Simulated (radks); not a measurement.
**Zr inside a hard spherical wall**

One table from this session's results is given with a row withheld; the runs are named, their logs left out.

The numbers are computed with radks (a radial shooting solver on a logarithmic mesh, Libxc functionals) version 1 (scalar-relativistic Kohn-Sham, PBEsol, spin-polarised, spherical densities, finite nucleus; open shells are filled with parallel spins first), except any that are marked as measured or tabulated.

**The atom as given**

```
element            : zirconium (Z = 40)
charge             : 0
electrons          : 40
configuration      : [Kr] 4d2 5s2
nuclear rms radius : 4.2694 fm
```

Outer shells as boxes (Hund's rule):

Zr
```
[Kr] core
4d [↑ ][↑ ][  ][  ][  ]
5s [↑↓]
```

Set-up of the first run:

The run's settings:

```text
Z 40
configuration [Kr] 4d2 5s2 5p0 6s0 4f0
relativity scalar-relativistic
functional pbe_sol,pbe_sol
spin polarised
nucleus finite rms 4.2694 fm
c 137.035999084
```

Steps of the session up to this table: The free atom; Wall at 15 bohr; Wall at 12 bohr; Wall at 7 bohr; Wall at 6 bohr; Wall at 3 bohr; Wall at 1.5 bohr.

One of the session's tables, all rows but one given; the rest of the session is left out.

```
R (bohr)  E − E(free) (eV)  ε(4d) (eV)  ε(5p, empty) (eV)  ε(6s, empty) (eV)  ε(4f, empty) (eV)
    free             0.000      -4.077             -1.588                  -                  -
      15             0.000      -4.076             -1.583              0.323              2.190
      12                 ?           ?                  ?                  ?                  ?
       7             0.832      -3.183              0.005              8.631              8.349
       6             2.365      -2.214              1.780             14.939             11.368
       3            84.100      16.796             49.135             133.25             46.972
     1.5            1539.5      174.18             450.08             917.10             212.28
```

Estimate the missing values for R (bohr) = 12.

Worked estimate for «E − E(free) (eV)». A straight line through the neighbours (15, 0.000) and (7, 0.832) gives 0.000 + (0.832 − 0.000) × (12 − 15) / (7 − 15) = 0.312; a parabola fitted to 3 rows on both sides gives -2.070.

As computed: E − E(free) (eV): 0.004; ε(4d) (eV): -4.063; ε(5p, empty) (eV): -1.545; ε(6s, empty) (eV): 0.965; ε(4f, empty) (eV): 3.142. In «E − E(free) (eV)» the line misses by +0.308 and the parabola by -2.074. The values bend between the rows more than so simple an estimate can follow.

What this shows: Eigenvalues are for spin up. At the tightest wall, 1.5 bohr, the energy stands 1539.5 eV above the free atom and the pressure, −dE/dV, is 148628 GPa. Of the levels in the table that exist at both ends, 5p (empty) rises most from the free atom (451.66 eV). From R = 3 bohr inwards the highest occupied level lies above zero, pushed up by confinement. Shells are not refilled when levels cross, and a hard wall is a model, not a crystal.
